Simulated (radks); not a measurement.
**Xe⁴⁵⁺ in [He] 2s2 2p5: an all-electron calculation**

What are the levels of the xenon ion Xe45+, how large are its shells, and how does its energy divide?

Program: radks (a radial shooting solver on a logarithmic mesh, Libxc functionals) version 1. Level of theory: Dirac Kohn-Sham, LDA (Slater exchange, Perdew-Wang correlation), spin-unpolarised, spherical densities, finite nucleus; open shells are shared between the two j in proportion to 2j + 1. These are calculated values, not measurements, unless marked.

## (1) The atom as given

```
element            : xenon (Z = 54)
charge             : +45
electrons          : 9
configuration      : [He] 2s2 2p5
nuclear rms radius : 4.7859 fm
```

The outer shells:

Xe⁴⁵⁺
```
[He] core
2s [↑↓]
2p [↑↓][↑↓][↑ ]
```

## (2) The calculation

Settings of this run:

```text
Z 54
configuration [He] 2s2 2p5 3s0 3p0
relativity Dirac
functional lda,pw
spin unpolarised
j_filling average
nucleus finite rms 4.7859 fm
c 137.035999084
```

**Question.** What will this run give?

As calculated:

```
                        quantity                    value
                    total energy      -5274.82347 hartree
exchange-correlation share of it                   1.50 %
                            −T/E                   1.0768
          highest occupied level        2p3/2, -7788.9 eV
    most extended occupied level  2s1/2, <r> = 0.111 bohr
 radius at density 0.001 e/bohr³               0.424 bohr
    maxima of the radial density                        2
         ionisation energy, NIST         7889 (theory) eV
```

**Reading.** The radial density shows 2 maxima for 2 occupied principal shells. −T/E is 1.077: with relativity the kinetic term as defined here no longer equals −E. The top level binds by 7788.9 eV, 99 % of the NIST ionisation energy of 7889 eV. Spin polarisation and multiplet splitting are left out. Sharing an open shell by 2j + 1 raises it above the true ground level by a part of the spin-orbit splitting, which enters the differences from NIST.
